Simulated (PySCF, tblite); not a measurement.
# C₆H₈OS: a rotation path, then NMR shifts on frames, part 2 of 2

tblite 0.8.0 and PySCF 2.14.0. Atoms count from 0. The steps go on from the part before.

### Step 5. NMR shieldings: image 5, PBE0/pcSseg-1

What the job is given:

```
{"job": {"kind": "nmr", "xc": "PBE0", "basis": "pcSseg-1", "pop": false}, "charge": 0, "multiplicity": 1}
C     -2.450800     0.465300    -0.160900
O     -1.884400    -0.816300    -0.285900
C     -0.889400    -1.154300     0.648700
C      0.463400    -0.541000     0.421700
C      0.826000     0.714400     0.044800
C      2.226000     0.893400    -0.040300
C      2.916100    -0.223700     0.292600
S      1.867700    -1.525600     0.696200
H     -1.813500     1.240400    -0.596100
H     -2.652500     0.715600     0.886900
H     -3.388200     0.439600    -0.715100
H     -0.793800    -2.242200     0.571300
H     -1.232300    -0.916000     1.671900
H      0.136800     1.509600    -0.169100
H      2.684500     1.818800    -0.338600
H      3.976800    -0.369100     0.328100
```

Method: GIAO PBE0/pcSseg-1 NMR shielding, non-relativistic, gas phase.

Log:

```text
coarse grid: 14192 points
cycle   1  E = -706.1447939255  dE =  1.360e+00  |g| = 5.833e-01  |ddm| = 3.879e+00
cycle   2  E = -706.0623343207  dE =  8.246e-02  |g| = 8.670e-01  |ddm| = 1.540e+00
cycle   3  E = -706.2136570726  dE = -1.513e-01  |g| = 8.765e-02  |ddm| = 1.059e+00
cycle   4  E = -706.2151053958  dE = -1.448e-03  |g| = 4.505e-02  |ddm| = 1.445e-01
cycle   5  E = -706.2155930477  dE = -4.877e-04  |g| = 1.504e-02  |ddm| = 5.752e-02
cycle   6  E = -706.2156428598  dE = -4.981e-05  |g| = 4.283e-03  |ddm| = 1.603e-02
cycle   7  E = -706.2156468790  dE = -4.019e-06  |g| = 1.496e-03  |ddm| = 5.171e-03
final grid: 133184 points
cycle   8  E = -706.2767771761  dE = -2.459e-05  |g| = 1.244e-02  |ddm| = 3.509e-02
cycle   9  E = -706.2767408478  dE =  3.633e-05  |g| = 1.788e-02  |ddm| = 2.487e-02
cycle  10  E = -706.2768100526  dE = -6.920e-05  |g| = 1.430e-03  |ddm| = 1.676e-02
cycle  11  E = -706.2768105836  dE = -5.310e-07  |g| = 3.448e-04  |ddm| = 1.920e-03
cycle  12  E = -706.2768106079  dE = -2.431e-08  |g| = 1.463e-04  |ddm| = 4.154e-04
cycle  13  E = -706.2768106128  dE = -4.847e-09  |g| = 3.762e-05  |ddm| = 1.656e-04
cycle  14  E = -706.2768106131  dE = -3.247e-10  |g| = 1.605e-05  |ddm| = 5.579e-05
converged SCF energy = -706.2768106131

GIAO shielding tensors (ppm)
atom      isotropic    diamagn.    paramagn.     s11        s22        s33       span
  0 C      124.204     245.436    -121.232     90.743    101.775    180.093     89.350
  1 O      303.338     393.623     -90.284    254.603    305.128    350.285     95.682
  2 C      113.371     239.637    -126.266     86.517     96.919    156.678     70.160
  3 C       32.302     265.139    -232.837    -40.135     14.463    122.577    162.712
  4 C       58.809     250.543    -191.734    -18.471     43.814    151.084    169.555
  5 C       54.610     252.886    -198.276    -27.906     44.392    147.345    175.251
  6 C       56.375     262.573    -206.198    -34.387     57.034    146.477    180.864
  7 S      269.696    1057.256    -787.560    128.282    313.737    367.068    238.786
  8 H       27.204      31.411      -4.207     21.529     27.390     32.694     11.165
  9 H       28.427      29.307      -0.880     24.762     26.647     33.872      9.110
 10 H       27.603      27.876      -0.273     23.406     25.280     34.123     10.717
 11 H       26.675      28.387      -1.712     19.921     28.685     31.419     11.498
 12 H       27.025      28.892      -1.866     22.450     28.072     30.553      8.103
 13 H       24.226      33.328      -9.101     19.741     24.982     27.956      8.216
 14 H       24.576      30.519      -5.943     21.460     24.901     27.368      5.908
 15 H       24.735      30.411      -5.676     21.832     24.747     27.626      5.794
```

Run time: 77 s. Hardware: 1 thread, shared host.

This run: δ C3 154.6, C5 132.3, C6 130.6, C4 128.1, H13 7.49, H14 7.14 ppm.

### Step 6. Shielding tensors: image 6, PBE0/pcSseg-1

What the job is given:

```
{"job": {"kind": "nmr", "xc": "PBE0", "basis": "pcSseg-1", "pop": false}, "charge": 0, "multiplicity": 1}
C     -2.344400     0.403500    -0.325400
O     -1.884100    -0.919200    -0.201300
C     -0.912300    -1.132900     0.798100
C      0.434900    -0.539600     0.509200
C      0.791300     0.761600     0.323300
C      2.167400     0.930900     0.050400
C      2.847500    -0.242100     0.058800
S      1.815300    -1.579600     0.371600
H     -1.612100     1.043100    -0.828300
H     -2.587400     0.833700     0.654100
H     -3.246100     0.357900    -0.933900
H     -0.817700    -2.220400     0.862200
H     -1.283000    -0.755000     1.767000
H      0.108300     1.588800     0.391200
H      2.620300     1.886000    -0.145700
H      3.894600    -0.407700    -0.095400
```

Method: GIAO PBE0/pcSseg-1 NMR shielding, non-relativistic, gas phase.

Log:

```text
coarse grid: 14192 points
cycle   1  E = -706.1469875034  dE =  1.359e+00  |g| = 5.810e-01  |ddm| = 3.859e+00
cycle   2  E = -706.0693535801  dE =  7.763e-02  |g| = 8.565e-01  |ddm| = 1.449e+00
cycle   3  E = -706.2155233282  dE = -1.462e-01  |g| = 8.171e-02  |ddm| = 9.774e-01
cycle   4  E = -706.2167583009  dE = -1.235e-03  |g| = 3.924e-02  |ddm| = 1.275e-01
cycle   5  E = -706.2171173906  dE = -3.591e-04  |g| = 1.474e-02  |ddm| = 5.204e-02
cycle   6  E = -706.2171657142  dE = -4.832e-05  |g| = 4.265e-03  |ddm| = 1.537e-02
cycle   7  E = -706.2171698106  dE = -4.096e-06  |g| = 1.305e-03  |ddm| = 5.056e-03
final grid: 133184 points
cycle   8  E = -706.2787754909  dE = -2.961e-05  |g| = 1.276e-02  |ddm| = 3.930e-02
cycle   9  E = -706.2787342078  dE =  4.128e-05  |g| = 1.867e-02  |ddm| = 2.613e-02
cycle  10  E = -706.2788102024  dE = -7.599e-05  |g| = 1.573e-03  |ddm| = 1.782e-02
cycle  11  E = -706.2788108504  dE = -6.480e-07  |g| = 3.633e-04  |ddm| = 2.108e-03
cycle  12  E = -706.2788108779  dE = -2.752e-08  |g| = 1.433e-04  |ddm| = 4.119e-04
cycle  13  E = -706.2788108825  dE = -4.558e-09  |g| = 3.967e-05  |ddm| = 1.619e-04
cycle  14  E = -706.2788108829  dE = -3.802e-10  |g| = 1.594e-05  |ddm| = 6.333e-05
converged SCF energy = -706.2788108829

GIAO shielding tensors (ppm)
atom      isotropic    diamagn.    paramagn.     s11        s22        s33       span
  0 C      126.924     246.361    -119.436     94.073    108.061    178.640     84.567
  1 O      299.669     393.257     -93.587    241.425    304.262    353.321    111.896
  2 C      115.255     239.453    -124.198     87.966     99.451    158.347     70.381
  3 C       36.680     265.006    -228.326    -36.601     18.342    128.298    164.899
  4 C       56.274     251.030    -194.757    -21.904     41.534    149.192    171.096
  5 C       54.742     252.967    -198.225    -27.884     44.143    147.967    175.851
  6 C       55.064     262.288    -207.224    -33.629     53.552    145.270    178.898
  7 S      263.449    1057.258    -793.809    123.109    303.295    363.944    240.835
  8 H       27.454      31.502      -4.048     22.172     27.845     32.344     10.172
  9 H       28.622      29.741      -1.119     24.656     26.819     34.392      9.735
 10 H       27.785      28.157      -0.372     23.420     25.687     34.249     10.829
 11 H       26.826      28.471      -1.645     20.554     28.713     31.210     10.656
 12 H       27.069      28.982      -1.913     22.811     27.244     31.153      8.342
 13 H       24.404      33.211      -8.807     20.503     24.545     28.163      7.659
 14 H       24.514      30.489      -5.975     21.348     24.905     27.290      5.942
 15 H       24.678      30.456      -5.778     21.721     24.612     27.701      5.980
```

Wall time 79 s (1 thread, shared host).

In short: δ C3 150.2, C5 132.2, C6 131.9, C4 130.7, H13 7.31, H14 7.20 ppm.

### Step 7. Nuclear shieldings: image 8, PBE0/pcSseg-1

What the job is given:

```
{"job": {"kind": "nmr", "xc": "PBE0", "basis": "pcSseg-1", "pop": false}, "charge": 0, "multiplicity": 1}
C     -2.241900     0.190900    -0.581200
O     -1.870100    -1.058200    -0.055700
C     -0.956300    -0.976800     1.018600
C      0.390200    -0.463400     0.616700
C      0.907600     0.781500     0.807600
C      2.198800     0.936800     0.255100
C      2.639100    -0.191800    -0.354900
S      1.490600    -1.467700    -0.266700
H     -1.382500     0.728000    -0.998900
H     -2.710300     0.818600     0.187700
H     -2.960900    -0.011900    -1.371900
H     -0.877200    -1.999800     1.396300
H     -1.362300    -0.329100     1.812100
H      0.388500     1.562500     1.335000
H      2.767000     1.847900     0.311700
H      3.572000    -0.358700    -0.855500
```

With the program's defaults for keys left out, this is: GIAO PBE0/pcSseg-1 NMR shielding, non-relativistic, gas phase.

Log:

```text
coarse grid: 14192 points
cycle   1  E = -706.1548440265  dE =  1.351e+00  |g| = 5.725e-01  |ddm| = 3.841e+00
cycle   2  E = -706.0885410959  dE =  6.630e-02  |g| = 8.237e-01  |ddm| = 1.287e+00
cycle   3  E = -706.2214713845  dE = -1.329e-01  |g| = 7.717e-02  |ddm| = 8.394e-01
cycle   4  E = -706.2225601076  dE = -1.089e-03  |g| = 3.317e-02  |ddm| = 1.053e-01
cycle   5  E = -706.2228069904  dE = -2.469e-04  |g| = 1.298e-02  |ddm| = 4.392e-02
cycle   6  E = -706.2228435491  dE = -3.656e-05  |g| = 4.220e-03  |ddm| = 1.384e-02
cycle   7  E = -706.2228476324  dE = -4.083e-06  |g| = 1.153e-03  |ddm| = 4.817e-03
final grid: 133184 points
cycle   8  E = -706.2843718970  dE = -2.037e-05  |g| = 1.362e-02  |ddm| = 3.612e-02
cycle   9  E = -706.2843168059  dE =  5.509e-05  |g| = 2.074e-02  |ddm| = 2.937e-02
cycle  10  E = -706.2844113502  dE = -9.454e-05  |g| = 1.865e-03  |ddm| = 2.065e-02
cycle  11  E = -706.2844122733  dE = -9.231e-07  |g| = 3.811e-04  |ddm| = 2.380e-03
cycle  12  E = -706.2844123040  dE = -3.060e-08  |g| = 1.398e-04  |ddm| = 4.301e-04
cycle  13  E = -706.2844123082  dE = -4.254e-09  |g| = 3.858e-05  |ddm| = 1.535e-04
cycle  14  E = -706.2844123085  dE = -3.429e-10  |g| = 1.738e-05  |ddm| = 5.941e-05
converged SCF energy = -706.2844123085

GIAO shielding tensors (ppm)
atom      isotropic    diamagn.    paramagn.     s11        s22        s33       span
  0 C      129.928     246.497    -116.569     96.344    113.080    180.358     84.014
  1 O      290.057     393.509    -103.452    217.077    307.629    345.465    128.387
  2 C      114.997     240.309    -125.312     86.694    101.962    156.336     69.642
  3 C       36.195     265.233    -229.038    -37.008     18.258    127.336    164.344
  4 C       53.101     251.318    -198.217    -29.651     46.023    142.932    172.584
  5 C       56.870     253.526    -196.655    -25.719     45.609    150.721    176.440
  6 C       50.006     261.920    -211.914    -42.161     49.595    142.585    184.747
  7 S      267.796    1057.239    -789.443    121.568    280.541    401.278    279.710
  8 H       28.444      31.206      -2.763     23.691     29.074     32.565      8.874
  9 H       28.899      29.638      -0.738     25.116     26.354     35.228     10.112
 10 H       28.098      28.534      -0.436     23.920     25.778     34.595     10.675
 11 H       26.614      28.216      -1.603     22.071     26.890     30.880      8.809
 12 H       27.391      29.869      -2.477     22.442     27.904     31.828      9.386
 13 H       24.623      32.897      -8.273     21.849     24.069     27.952      6.104
 14 H       24.618      30.351      -5.732     21.535     24.823     27.497      5.963
 15 H       24.398      30.650      -6.252     21.566     24.364     27.264      5.698
```

It took 79 s on 1 thread, shared host.

Key values: δ C3 150.7, C6 136.9, C4 133.8, C5 130.1, H15 7.32, H14 7.10 ppm.

### Step 8. Run by run: NMR shifts

Shifts (ppm) of some atoms, chosen among heavy atoms and hydrogens apart, with basis size and wall time:

```
  frame     C6     C4    C0   H12    H8    O1   S7  functions  time
image 0  132.9  132.7  58.0  4.12  3.14  46.5  246        183  84 s
image 2  132.2  128.3  57.9  4.50  3.93  21.9  221        183  75 s
image 5  130.6  128.1  62.7  4.69  4.51  32.7  234        183  77 s
image 6  131.9  130.7  60.0  4.65  4.26  36.4  240        183  79 s
image 8  136.9  133.8  57.0  4.33  3.27  46.0  236        183  79 s
```

### Step 9. Summary of results

The summary covers parts 1 to 2.

```
                                       quantity                                               value
                                        barrier                  0.125 eV (2.9 kcal/mol) at image 5
                          end to end (GFN2-xTB)                                            0.010 eV
¹³C shifts against TMS (PBE0/pcSseg-1, image 0)          152.0, 132.9, 132.8, 132.7, 71.0, 58.0 ppm
 ¹H shifts against TMS (PBE0/pcSseg-1, image 0)  7.42, 7.31, 7.08, 5.29, 4.12, 3.63, 3.14, 2.80 ppm
¹⁷O shifts against H2O (PBE0/pcSseg-1, image 0)                                            46.5 ppm
³³S shifts against CS2 (PBE0/pcSseg-1, image 0)                                             246 ppm
                       range of the shift of S7                                      221 to 246 ppm
```

What this shows: Along the band the dihedral turns by 165°, and the top (dihedral 42°) lies 2.9 kcal/mol above the start (GFN2-xTB, rough), so at room temperature this motion is fast. Ends this close can change order at a higher level. The top was not checked by a frequency run. Shifts at one fixed geometry are not the observed spectrum, which averages over the motion. In the first frame run (image 0): The largest span, 283 ppm, is at S7, where the paramagnetic term is -800 ppm. NICS(1)zz of -27 ppm above the planar ring from C3 marks a diatropic (aromatic) ring current. Across the 5 runs the shift of S7 moves most, between 221 (image 2) and 246 ppm (image 0).
